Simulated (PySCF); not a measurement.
# InF (SMILES [F][In]): levels of theory compared

Wanted: a comparison of 6 runs (B2PLYP/STO-6G, PBE0/STO-6G, SVWN5/STO-6G, r2SCAN/STO-6G, UMP2/STO-6G, CCSDT(Q)/STO-6G) of InF. 

The calculation is run with PySCF 2.14.0.

12 further runs of the same task are left out: 3 that didn't finish, 9 set aside as unsound or not needed.

### 1 Starting point

The species is InF (2 atoms), meant as a singlet with charge 0. As SMILES, `[F][In]`. The F1–In2 distance was set to 2.431 Å, away from the relaxed value.

Bond lengths: F1–In2 2.431 Å.

### 2 The energy at B2PLYP/STO-6G (run 1)

Input file calc.py:

```python
from pyscf import gto, dft, mp

mol = gto.M(
    atom=[
    ('F', (0.000000, 0.000000, -0.405110)),
    ('In', (0.000000, 0.000000, 2.025490)),
],
    basis='sto-6g',
    verbose=3,
    max_memory=1860,
)

calc0 = dft.RKS(mol, xc='0.53*HF + 0.47*B88, 0.73*LYP')
calc0.conv_tol = 1e-10
calc0.grids.level = 5
calc0.kernel()
if not calc0.converged:
    calc0 = calc0.newton().run(calc0.mo_coeff, calc0.mo_occ)

pt = mp.MP2(calc0, frozen=19).run()
e_final = calc0.e_tot + 0.27 * pt.e_corr
print('PT2 part  %.8f' % (0.27 * pt.e_corr))
print('E(%s) = %.9f' % ('B2PLYP', e_final))
```

Command:

```console
$ OMP_NUM_THREADS=1 python calc.py
```

Output:

```text
converged SCF energy = -5813.32084319376
E(RMP2) = -5813.42430718242  E_corr = -0.103463988663474
E(SCS-RMP2) = -5813.43000496227  E_corr = -0.109161768511262
PT2 part  -0.02793528
E(B2PLYP) = -5813.348778471
```

Wall time 4.2 s (1 thread of Arm Neoverse V1, shared host); peak memory 0.23 GiB.

### 3 A single-point energy at PBE0/STO-6G (run 2)

Input file input.xyz:

```xyz
2

F      0.000000     0.000000    -0.405110
In     0.000000     0.000000     2.025490
```

Input file input.py:

```python
from pyscf import gto, dft

system = gto.M(
    atom='input.xyz',
    basis='sto-6g',
    max_memory=1860,
    verbose=3,
)

myscf = dft.RKS(system, xc='pbe0')
myscf.grids.level = 5
myscf.conv_tol = 1e-10
myscf.kernel()
if not myscf.converged:
    myscf = myscf.newton().run(myscf.mo_coeff, myscf.mo_occ)

etot = myscf.e_tot
print('E(%s) = %.9f' % ('PBE0', etot))
```

Command:

```console
$ OMP_NUM_THREADS=1 python input.py
```

Output:

```text
converged SCF energy = -5813.59250772966
E(PBE0) = -5813.592507730
```

It took 4.8 s on 1 thread of Arm Neoverse V1, shared host; peak memory 0.23 GiB.

Runs 3 to 5 aren't shown in full; the table further down has their settings and results.

### 4 The energy at CCSDT(Q)/STO-6G (run 6)

Input file run.py:

```python
from pyscf import gto, cc

mol = gto.M(
    atom='''
F      0.000000     0.000000    -0.765547
In     0.000000     0.000000     3.827621
''',
    verbose=3,
    max_memory=1860,
    charge=0,
    unit='bohr',
    basis='sto-6g',
)

mf = mol.RHF()
mf.conv_tol = 1e-10
mf.kernel()
if not mf.converged:
    mf = mf.newton().run(mf.mo_coeff, mf.mo_occ)

mycc = cc.CCSDT(mf, frozen=19)
mycc.kernel()
e_bracket, e_q = mycc.ccsdt_q()
energy = mycc.e_tot + e_q
print('Final energy', energy)
```

Command:

```console
$ OMP_NUM_THREADS=1 python run.py
```

Output:

```text
converged SCF energy = -5811.48777643591
_make_eris_incore_RCCSDT

WARN: A large `blksize` is being used, which may cause large memory consumption
      for storing contraction intermediates. If memory is sufficient, consider using
      `pyscf.cc.rccsdt_highm.RCCSDT` instead.

RCCSDT converged
E(RCCSDT) = -5811.575585481908   E_corr = -0.08780904600036457
E_corr(same-spin) = -0.00902621721192684
E_corr(oppo-spin) = -0.0787828287884377
_make_eris_incore_RCCSDT
Final energy -5811.579737515283
```

Wall time 5.4 s (1 thread of Arm Neoverse V1, shared host); peak memory 0.12 GiB.

### 5 All runs side by side

```csv
run,level,frozen core orbitals,integration grid,energy (Eh),dipole moment (D) of the reference,HOMO energy (eV),LUMO energy (eV),wall time
1,B2PLYP/STO-6G,19,5,-5813.348778,2.01,-2.90,3.40,4.2 s
2,PBE0/STO-6G,–,5,-5813.592508,1.60,-2.34,2.20,4.8 s
3,SVWN5/STO-6G,–,5,-5807.603853,0.96,-1.11,1.29,4.2 s
4,r2SCAN/STO-6G,–,5,-5814.131190,1.37,-1.23,1.56,6.3 s
5,UMP2/STO-6G,19,–,-5811.524064,1.53,-2.82,5.81,2.1 s
6,CCSDT(Q)/STO-6G,19,–,-5811.579738,2.42,-4.07,5.59,5.4 s
```

### 6 Outcome

```
                                           quantity           value
                                run 6: total energy  -5811.57974 Eh
        run 6: dipole moment (Hartree–Fock density)          2.42 D
         run 6: HOMO energy (Hartree–Fock orbitals)        -4.07 eV
         run 6: LUMO energy (Hartree–Fock orbitals)         5.59 eV
       run 6: HOMO–LUMO gap (Hartree–Fock orbitals)         9.66 eV
run 6: correlation energy (19 core orbitals frozen)       -92.0 mEh
                               run 6: T1 diagnostic           0.036
```

What this shows: Over runs 1, 2, 3, 4 the dipole moment (its size) runs from 0.96 D (SVWN5/STO-6G) to 2.01 D (B2PLYP/STO-6G). A double hybrid's value is that of its SCF part. Over runs 1, 2, 3, 4 the HOMO–LUMO gap runs from 2.41 eV (SVWN5/STO-6G) to 6.30 eV (B2PLYP/STO-6G). Totals of different functionals can't be ranked against each other. In runs 1, 2, 3, 4, 5, 6 the basis is minimal, so the values are rough. In runs 1, 2, 3, 4, 5, 6 relativity is left out where basis or elements ask for it. Spin contamination of the reference: run 5 ⟨S²⟩ = 0.40. All runs together took 27 s, the longest 6.3 s.
